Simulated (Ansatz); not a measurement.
BaTiO₃, space group Amm2, a scan of the Hubbard U

Computed with the Ansatz DFT code, driven from Python.

Notebook, run cell by cell (the value of a cell's last expression is shown):

In [1]:
```python
import ansatz as az
import numpy as np


def count_gap(report):
    # lowest empty less highest filled band, counting bands; zero where they overlap
    return max(report.get("gap_by_band_count_ev") or 0.0, 0.0)
```

In [2]:
```python
lattice = az.Lattice.of(
    [3.9855, 0.0, 0.0],
    [0.0, 2.8369, 2.84515],
    [0.0, -2.8369, 2.84515],
)
sites = [
    ("Ba", [0.0, 0.0, 0.0]),
    ("Ti", [0.5, 0.5124, 0.5124]),
    ("O", [0.0, 0.4874, 0.4874]),
    ("O", [0.5, 0.50524, 0.99184]),
    ("O", [0.5, 0.99184, 0.50524]),
]
crystal = az.Crystal(lattice=lattice)
for symbol, position in sites:
    crystal = crystal.atom(symbol, position)
```

In [3]:
```python
[site.symbol for site in crystal.resolved().sites]
```
Out [3]:
```text
['Ba', 'Ti', 'O', 'O', 'O']
```

In [4]:
```python
calc = (
    crystal.calculation()
    .basis(380)
    .functional(az.Functional.PBESOL, dispersion="d3bjatm")
    .scf(tolerance=1e-07, max_iterations=200)
    .kpoints(3, 3, 3)
    .occupations("fixed")
    .mixing("broyden", preconditioner="kerker_dos")
    .band_table()
)
rows = []
for u in [1.0, 3.0, 5.0, 7.0]:
    r = calc.hubbard("Ti", "d", u_eff=u).run().report
    shell = r["hubbard"]["n_scf"]
    rows.append((u, count_gap(r), sum(shell) / len(shell), r["n_iterations"]))
print("      U_eff eV  gap by band count eV  Ti d occupation (projector)      iterations")
for row in rows:
    print(f"{str(row[0]):>14s}  {row[1]:20.3f}  {row[2]:27.4f}  {row[3]:14d}")
```
```text
DeckWarning: basis.ecutwfc = 380 eV is below the records' recommended 420 eV, and the density's cutoff is lower with it unless basis.ecutrho_ratio is high enough to keep the records' density cutoff: compare with a run at a higher cutoff
      U_eff eV  gap by band count eV  Ti d occupation (projector)      iterations
           1.0                 2.089                       2.3323              11
           3.0                 2.326                       2.2448              11
           5.0                 2.601                       2.1522              12
           7.0                 2.925                       2.0544              11
```

From U = 1 to 7 eV the gap on the mesh goes from 2.09 eV to 2.92 eV.

Caveats:
- The cutoff lies under the one recommended for these potentials.
- Spin is left out of this run.
- Along an axis with an odd division the mesh misses the point at one half; a gap read on a finite mesh is an upper bound on this functional's gap.
- Semilocal gaps usually lie well under measured ones.
- U, its shell and the double counting are chosen to explore, and aren't derived for this compound.
- Under fixed occupations the level called the Fermi level is the highest filled one on the SCF mesh; off the mesh a filled band can lie a little above it.
- The k-point mesh is coarse, and energy and stress weren't tested for convergence.
- The structure is a deposited one; some such entries were measured under pressure or heat, so a shift against it needn't be the functional's error alone.
- Levels are Kohn-Sham eigenvalues on this mesh, without spin-orbit coupling.
- Warnings are shown shortened and without file and line.
- Shell occupations and the effect of U depend on the projectors; a run with no .spin step is spin-unpolarised, and each U may end in a state that isn't the lowest.
- Processor time in the engine: 9.9 s on 1 thread of Intel(R) Xeon(R) Processor @ 2.30GHz, with other jobs on the host, peak memory 0.51 GiB.
